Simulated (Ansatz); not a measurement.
This script drives Ansatz 0.2.0 through its Python package.

The script, `mgpd.py`:
```python
import logging
import sys

import ansatz as az
import numpy as np
from pymatgen.core import Lattice, Structure
from pymatgen.io.ase import AseAtomsAdaptor

logging.basicConfig(stream=sys.stdout, format='%(levelname)s:%(name)s:%(message)s')
logger = logging.getLogger('run')
logger.setLevel(logging.INFO)

def edges_and_angles(cell):
    cell = np.asarray(cell)
    a, b, c = np.linalg.norm(cell, axis=1)
    cosines = cell[1] @ cell[2] / (b * c), cell[0] @ cell[2] / (a * c), cell[0] @ cell[1] / (a * b)
    return (a, b, c, *np.degrees(np.arccos(cosines)))


def main() -> None:
    pmg_structure = Structure(
        Lattice([(3.16, 0.0, 0.0), (0.0, 3.16, 0.0), (0.0, 0.0, 3.16)]),
        ['Mg', 'Pd'],
        [
            (0.0, 0.0, 0.0),
            (0.5, 0.5, 0.5),
        ],
    )
    cell = az.Crystal.from_ase(AseAtomsAdaptor.get_atoms(pmg_structure))

    job = (
        cell.calculation()
        .functional('r2scan')
        .kpoints(7, 7, 7)
        .occupations('cold', width=0.1)
    )

    rows = []
    for pressure in [0, 10, 20, 30, 40]:
        out = job.relax(cell=True, pressure=pressure).run(threads=1, pin='off')
        cell = out.lattice.cell_ang
        n_atoms = len(out.lattice.sites)
        volume = abs(np.linalg.det(cell)) / n_atoms
        enthalpy = out.report['free_energy_ev'] / n_atoms + pressure * volume / 160.21766
        rows.append((pressure, volume, enthalpy, *edges_and_angles(cell)))
        logger.info(f'{pressure} GPa done: {volume:.4f} A^3/atom')

    logger.info(' P (GPa)  V (A^3/atom)  H (eV/atom)     a       b       c')
    for row in rows:
        logger.info('{:8.1f} {:12.4f} {:14.5f} {:7.4f} {:7.4f} {:7.4f}'.format(*row[:6]))
    p, v = np.array([row[0] for row in rows], float), np.array([row[1] for row in rows])
    print('mean bulk modulus between rows (GPa):', np.round(-np.diff(p) / np.diff(np.log(v)), 1))


if __name__ == '__main__':
    main()
```

It is started by `python mgpd.py`. How long does it take on 1 thread of Intel(R) Xeon(R) Platinum 8488C (Sapphire Rapids), with other jobs on the host, and how much memory does it need?

It took about 36 s, with a peak of 0.52 GiB, for 5 runs of the engine.

Output of `python mgpd.py`:
```text
DeckWarning: basis.ecutwfc = 500 eV, auto-derived from the records' recommended cutoffs: set by Mg (their level for a meta-GGA)
INFO:run:0 GPa done: 15.7274 A^3/atom
INFO:run:10 GPa done: 14.4980 A^3/atom
INFO:run:20 GPa done: 13.6428 A^3/atom
INFO:run:30 GPa done: 13.0013 A^3/atom
INFO:run:40 GPa done: 12.4878 A^3/atom
INFO:run: P (GPa)  V (A^3/atom)  H (eV/atom)     a       b       c
INFO:run:     0.0      15.7274    -4456.79332  3.1567  3.1567  3.1567
INFO:run:    10.0      14.4980    -4455.85289  3.0722  3.0722  3.0722
INFO:run:    20.0      13.6428    -4454.97621  3.0105  3.0105  3.0105
INFO:run:    30.0      13.0013    -4454.14556  2.9626  2.9626  2.9626
INFO:run:    40.0      12.4878    -4453.35060  2.9231  2.9231  2.9231
mean bulk modulus between rows (GPa): [122.9 164.5 207.6 248.2]
```
(Warnings from the package without file and line.)

The volume falls from 15.73 Å³ an atom at 0 GPa to 12.49 at 40 GPa, by 20.6 %. Between 0 and 10 GPa, -V dP/dV is about 123 GPa, a mean over that step.

Reading the output:
- Absolute energies stand on the zero of these potentials, so only differences at equal settings mean something.
- The run is spin-unpolarised.
- At a fixed pressure a relaxation lowers the enthalpy F + PV, while F alone can rise.
- The mesh is modest for a metal, so energies can be off by several to tens of meV an atom and pressures by half a GPa or more; differences at equal mesh fare better.
- The structure is a deposited one; some such entries were measured under pressure or heat, so a shift against it needn't be the functional's error alone.
- Symmetry holds the cell in this phase, whether or not it is the stable one at each pressure.

(Lines on the test bed's own set-up are left out of the output.)
